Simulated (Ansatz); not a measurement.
# C5H6O2: one species, many methods

The task here is to estimate one member of a computed series from the others.

Program: Ansatz 0.2.0, Gaussian basis. Level of theory: functionals in def2-TZVPP, the program's frozen cores in correlated methods. These are calculated values, not measurements.

The runs, in order: LDA (SPW92), PBE-D4, revPBE-D4, BLYP-D4, r2SCAN-D4, B97M-V, PBE0-D4, B3LYP-D4, r2SCANh-D4, r2SCAN0-D4, HSE06-D4, BHLYP-D4, CAM-B3LYP-D4, LC-ωPBE, ωB97X-V, ωB97M-V, B2PLYP, PBE-QIDH; CCSD(T)/def2-SVP; CCSD(T)/def2-TZVPP; MP2/def2-QZVPP; extrapolation to the limit; RPA on PBE.

### The geometry

An earlier PBE0-D4 in a triple-zeta def2 set relaxation fixed the geometry.

13 atoms, charge 0, spin multiplicity 1.

Atoms are counted from 1 here; the program's logs count them from 0.

Bond lengths: C1–C2 1.324 Å, C1–H8 1.084 Å, C1–H9 1.084 Å, C2–C3 1.493 Å, C2–C6 1.490 Å, C3–C4 1.530 Å, C3–H10 1.094 Å, C3–H11 1.090 Å, C4–O5 1.429 Å, C4–H12 1.094 Å, C4–H13 1.089 Å, O5–C6 1.353 Å, C6–O7 1.194 Å. Angles: C2–C1–H8 122.3°, C2–C1–H9 119.4°, H8–C1–H9 118.3°, C1–C2–C3 130.9°, C1–C2–C6 121.8°, C3–C2–C6 107.3°, C2–C3–C4 102.0°, C2–C3–H10 110.2°, C2–C3–H11 113.7°, C4–C3–H10 110.4°, C4–C3–H11 112.6°, H10–C3–H11 107.9°, C3–C4–O5 106.5°, C3–C4–H12 111.8°, C3–C4–H13 113.6°, O5–C4–H12 108.2°, O5–C4–H13 107.7°, H12–C4–H13 108.8° and more.

Set-up of the first run:

in.yaml

```yaml
crystal:
  periodic: [false, false, false]
  atoms:
    - {symbol: C, position_ang: [-1.732291, -0.503149, 0.885539]}
    - {symbol: C, position_ang: [-0.616275, -0.055556, 0.330723]}
    - {symbol: C, position_ang: [0.784121, -0.568626, 0.398927]}
    - {symbol: C, position_ang: [1.432512, 0.116523, -0.805163]}
    - {symbol: O, position_ang: [0.621564, 1.252801, -1.111553]}
    - {symbol: C, position_ang: [-0.603787, 1.147414, -0.548002]}
    - {symbol: O, position_ang: [-1.480667, 1.929720, -0.760468]}
    - {symbol: H, position_ang: [-1.752619, -1.386291, 1.513397]}
    - {symbol: H, position_ang: [-2.662193, 0.026699, 0.712028]}
    - {symbol: H, position_ang: [1.261130, -0.241126, 1.327814]}
    - {symbol: H, position_ang: [0.855234, -1.655495, 0.351188]}
    - {symbol: H, position_ang: [1.449696, -0.536359, -1.682234]}
    - {symbol: H, position_ang: [2.443586, 0.473467, -0.612197]}
basis:
  gaussian: {orbitals: def2-TZVPP}
hamiltonian: {xc: lda}
output: {orbitals: {seedname: orbitals}}
```

Run with:

```console
> ansatz run in.yaml --threads 4 --pin off --events-out ev --progress --plain --max-ram 11315MiB
```

Among the steps run: LDA; PBE-D4 (GGA); revPBE-D4 (GGA); BLYP-D4 (GGA); r2SCAN-D4 (meta-GGA); B97M-V (meta-GGA); PBE0-D4 (hybrid); B3LYP-D4 (hybrid); r2SCANh-D4 (hybrid); r2SCAN0-D4 (hybrid); HSE06-D4 (hybrid); BHLYP-D4 (hybrid); CAM-B3LYP-D4 (range-separated); LC-ωPBE (range-separated); ωB97X-V (range-separated); ωB97M-V (range-separated); B2PLYP (double hybrid); PBE-QIDH (double hybrid).

One of the session's tables, all rows but one given; the rest of the session is left out.

It belongs to the step «Orbital energies across the functionals». 

```
  functional  HOMO (eV)  LUMO (eV)  gap (eV)
 LDA (SPW92)      -6.50      -2.63      3.87
      PBE-D4      -6.29      -2.38      3.91
   revPBE-D4      -6.21      -2.28      3.92
     BLYP-D4      -6.18      -2.25      3.94
   r2SCAN-D4      -6.60      -2.24      4.36
      B97M-V      -6.73      -2.16      4.57
     PBE0-D4      -7.89      -1.44      6.44
    B3LYP-D4      -7.64      -1.67      5.97
  r2SCANh-D4      -7.21      -1.89      5.31
  r2SCAN0-D4      -8.10      -1.37      6.73
    HSE06-D4          ?          ?         ?
    BHLYP-D4      -9.07      -0.39      8.68
CAM-B3LYP-D4      -9.32      -0.31      9.01
     LC-ωPBE     -10.66       0.85     11.52
     ωB97X-V     -10.31       0.79     11.10
     ωB97M-V     -10.23       0.69     10.93
```

Estimate the missing values for HSE06-D4.

The run gave: HOMO (eV): -7.48; LUMO (eV): -1.83; gap (eV): 5.65. In the column «HOMO (eV)» it lies between B3LYP-D4 (-7.64) and r2SCANh-D4 (-7.21).
